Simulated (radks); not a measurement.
**Fractional charge and spin in the 4s shell of selenium**

One table from this session's results is given with a row withheld; the runs are named, their logs left out.

The numbers are computed with radks (a radial shooting solver on a logarithmic mesh, Libxc functionals) version 1 (scalar-relativistic Kohn-Sham, r2SCAN, spin-polarised, spherical densities, finite nucleus), except any that are marked as measured or tabulated.

## The atom as given

| Quantity | Value |
| --- | --- |
| element | selenium (Z = 34) |
| configuration | [Ar] 3d10 4p(up 2, down 2) 4s(up 1, down 1) |
| nuclear rms radius | 4.14 fm |

A shell typed twice in an input gives spin up, then spin down.

Set-up of the first run:

The run's settings:

```text
Z 34
configuration [Ar] 3d10 4p2 4p2 4s1 4s1
relativity scalar-relativistic
functional r2scan,r2scan
spin polarised
nucleus finite rms 4.14 fm
c 137.035999084
```

Steps of the session up to this table: 4s: up 1, down 1.

One table of the session follows, with a row left open; its other results are not shown here.

It belongs to the step «4s: up 1, down 1». Sizes of the orbitals, from the radial functions (bohr):

```
level      <r>  outermost maximum (interpolated)  90 % within  nodes
   1s  0.04409                            0.0288       0.0788      0
   2s   0.1957                             0.164        0.303      1
   2p   0.1711                             0.132        0.279      0
   3s   0.5729                             0.502        0.853      2
   3p   0.5888                             0.500        0.900      1
   3d   0.6300                             0.455         1.04      0
   4s        ?                                 ?            ?      ?
   4p    2.284                              1.81         3.54      2
```

**Question.** Estimate the row for 4s.

The run gave: <r>: 1.810; outermost maximum (interpolated): 1.52; 90 % within: 2.72; nodes: 3. In the column «<r>» it lies between 3d (0.6300) and 4p (2.284).
